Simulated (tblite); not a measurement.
# doublet ZnNH3O+ at GFN2-xTB (coupling 0.02 1/fs, Bussi dynamics, md temperature 100 K, start temperature 200 K)

Wanted: molecular dynamics of doublet ZnNH3O+. The job is set up through an ASE script.

Program for the calculation: tblite 0.8.0.

4 further runs of the same task are left out: 4 set aside as unsound or not needed.

### 1 The structure to begin with

The species is ZnNH3O+ (6 atoms), meant as a doublet with charge +1. As SMILES of the parent species, `[NH2][Zn][OH]`. The shape is that of a PBE0-D4/def2-TZVP optimisation. That shape belongs to the parent species and isn't relaxed for this state. The run starts from this shape.

Bond lengths: N1–Zn2 1.810 Å, Zn2–O3 1.771 Å, N1–H4 1.011 Å, N1–H5 1.011 Å, O3–H6 0.958 Å. Angles: N1–Zn2–O3 172.0°, Zn2–N1–H4 116.1°, Zn2–N1–H5 116.1°, Zn2–O3–H6 115.2°, H4–N1–H5 107.7°.

### 2 Molecular dynamics at GFN2-xTB (coupling 0.02 1/fs, Bussi dynamics, md temperature 100 K, start temperature 200 K)

xtb_job.py

```python
"""GFN2-xTB molecular dynamics with ASE"""
import json
import numpy as np
from ase import Atoms
from tblite.ase import TBLite
from ase.units import Hartree
from ase.units import Debye
from ase import units
from ase.md.velocitydistribution import MaxwellBoltzmannDistribution, Stationary, ZeroRotation
from ase.md.bussi import Bussi

atoms = Atoms(
    symbols=["N", "Zn", "O", "H", "H", "H"],
    positions=[
        [-1.026300, 0.100300, -1.006000],
        [0.320200, -0.226600, 0.158100],
        [1.674700, -0.755000, 1.169800],
        [-0.917100, 0.915100, -1.594000],
        [-1.957200, 0.126500, -0.612900],
        [1.905600, -0.160300, 1.884900],
    ],
)
start = atoms.get_positions()

atoms.calc = TBLite(
    method="GFN2-xTB",
    charge=1,
    multiplicity=2,
    mixer_damping=0.1,
    verbosity=0,
)
MaxwellBoltzmannDistribution(atoms, temperature_K=200, rng=np.random.default_rng(653))
Stationary(atoms)
ZeroRotation(atoms)
dyn = Bussi(atoms, timestep=0.5 * units.fs, temperature_K=100, taut=50 * units.fs, rng=np.random.default_rng(653), trajectory="md.traj", logfile="-", loginterval=10)
dyn.run(600)
print(f"E: {atoms.get_potential_energy() / Hartree:.6f} Eh")
print(f"Dipole: {np.linalg.norm(atoms.get_dipole_moment()) / Debye:.4f} D")
for a, q in zip(atoms, atoms.get_charges()):
    print(f"{a.symbol}{a.index + 1} {q:+.4f}")
print("Final positions (angstrom):")
for a in atoms:
    print(f"{a.symbol:<2} {a.x:12.6f} {a.y:12.6f} {a.z:12.6f}")
json.dump(dict(energy=atoms.get_potential_energy(), forces=atoms.get_forces().tolist(), dipole=atoms.get_dipole_moment().tolist(), charges=atoms.get_charges().tolist(),
               symbols=atoms.get_chemical_symbols(), start=start.tolist(), final=atoms.positions.tolist()), open("results.json", "w"))
```

Started as:

```
$ python xtb_job.py
```

Q: Predict the results. Wanted: potential energy of the last frame.

Answer, from the run:

At GFN2-xTB (coupling 0.02 1/fs, Bussi dynamics, md temperature 100 K, start temperature 200 K):

```
                          quantity        value
potential energy of the last frame  -8.48710 Eh
```

**Reading.** Mulliken charges run from -0.29 on O3 to +0.42 on H6. The run spans only 300 fs, so it is not equilibrated: the temperature averages 142 K over its second half, against 254 K at the start, as kinetic energy flows into the vibrations of a start near a minimum.
